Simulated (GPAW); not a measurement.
Crystal: GeCN2.

```
Ge N C
1.0
     1.79379    1.03565    4.92196
    -1.79379    1.03565    4.92196
     0.00000   -2.07129    4.92196
Ge N C
1 2 1
Direct
  0.00000 0.00000 0.00000
  0.58390 0.58390 0.58390
  0.41610 0.41610 0.41610
  0.50000 0.50000 0.50000
```

The cell comes from a database or a generator and needn't be the stable form of this composition.

Base run:

* Program: GPAW 26.7.0
* Functional: TB-mBJ
* Potentials or basis: GPAW PAW data sets for LDA (gpaw-data 1.2.1)
* Cutoff: 800 eV
* Basis: pw
* k mesh: 6 × 6 × 6
* Occupations: fermi-dirac, width 0.05 eV
* Spin: no spin polarisation

Its results: band gap on the k mesh 1.81 eV, indirect (least direct gap 2.43 eV).

Task: The run is repeated on the same cell with these changes: functional from TB-mBJ to LDA; potentials or basis from GPAW PAW data sets for LDA (gpaw-data 1.2.1) to the program's PAW data sets (release 1.2.1) made for this functional. What comes out?

Result: Band gap on the k mesh 0.90 eV, indirect (least direct gap 1.91 eV).

Caveats: a model potential gives levels but no total energy (some runs).

A k mesh can miss the band edges.

Not every run made on this cell is shown here.
